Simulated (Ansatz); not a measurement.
# Al2B3N5: the cost of one run

Method: DFT PBE, scalar-relativistic, plane waves, PAW, in Ansatz 0.2.0.

### 1 The structure to begin with

It takes space group Cm (No. 8, monoclinic). The conventional cell has a = 4.550 Å, b = 13.135 Å, c = 3.852 Å, α = 90.00°, β = 113.19°, γ = 90.00°. Around Al (site symmetry 1) lie 3 N at 1.52 Å. B (site symmetry 1) is surrounded by 3 N at 1.52 Å. B (site symmetry m) is surrounded by 3 N at 1.52 Å. Around N (site symmetry 1) lie 2 B at 1.52 Å and 1 Al at 1.52 Å. N (site symmetry m) is surrounded by 3 B at 1.52 Å. N (site symmetry 1) has 2 Al at 1.52 Å and 1 B at 1.52 Å as nearest neighbours.

Structure file:

```
Al B N
1.0
     2.27505   -6.56751    0.00000
     2.27505    6.56751    0.00000
    -1.51670    0.00000    3.54111
Al B N
2 3 5
Cartesian
  0.3033 -2.6270 3.5376
  0.3033 2.6270 3.5376
  2.5784 1.3135 3.5376
  0.3033 0.0000 3.5376
  2.5784 -1.3135 3.5376
  -0.4550 1.3135 3.5350
  1.8200 0.0000 3.5350
  -0.4550 -1.3135 3.5350
  1.8200 -2.6270 3.5350
  1.8200 2.6270 3.5350
```

The start is an ordering of an alloy on its end members' structure types: elements ordered on the sites of the BN type, B/Al on B (Cm, No. 8).

### 2 The guess as it stands, on a coarse mesh

The input, input.yaml:

```yaml
crystal:
  lattice:
    - [2.27505113, -6.5675069, 0.0]
    - [2.27505113, 6.5675069, 0.0]
    - [-1.51670075, 0.0, 3.54110525]
  atoms:
    - { symbol: Al, position: [0.59967122, 0.19967122, 0.99901366] }
    - { symbol: Al, position: [0.19967122, 0.59967122, 0.99901366] }
    - { symbol: B, position: [0.79967122, 0.99967122, 0.99901366] }
    - { symbol: B, position: [0.39967122, 0.39967122, 0.99901366] }
    - { symbol: B, position: [0.99967122, 0.79967122, 0.99901366] }
    - { symbol: "N", position: [0.13276179, 0.33276179, 0.99828538] }
    - { symbol: "N", position: [0.73276179, 0.73276179, 0.99828538] }
    - { symbol: "N", position: [0.33276179, 0.13276179, 0.99828538] }
    - { symbol: "N", position: [0.93276179, 0.53276179, 0.99828538] }
    - { symbol: "N", position: [0.53276179, 0.93276179, 0.99828538] }
basis:
  ecutwfc: 420
kpoints:
  mp_grid: { grid: [4, 4, 6] }
hamiltonian:
  xc: pbe
scf:
  occupations: { method: gaussian, width: 0.1 }
  lower_state_search: "off"
output:
  forces: true
  stress: true
  eigenvalues: true
```

Started as:

```
$ ansatz run input.yaml --threads 1 --pin off --max-ram 2560MiB --backend cpu --events-out ev --progress --plain --runs-dir out
```

**Question.** How long does this run take on 1 thread of AMD EPYC 9R45 (Zen 5), shared host, and how much memory does it need?

About 4.6 s, with a peak of 0.4 GiB.
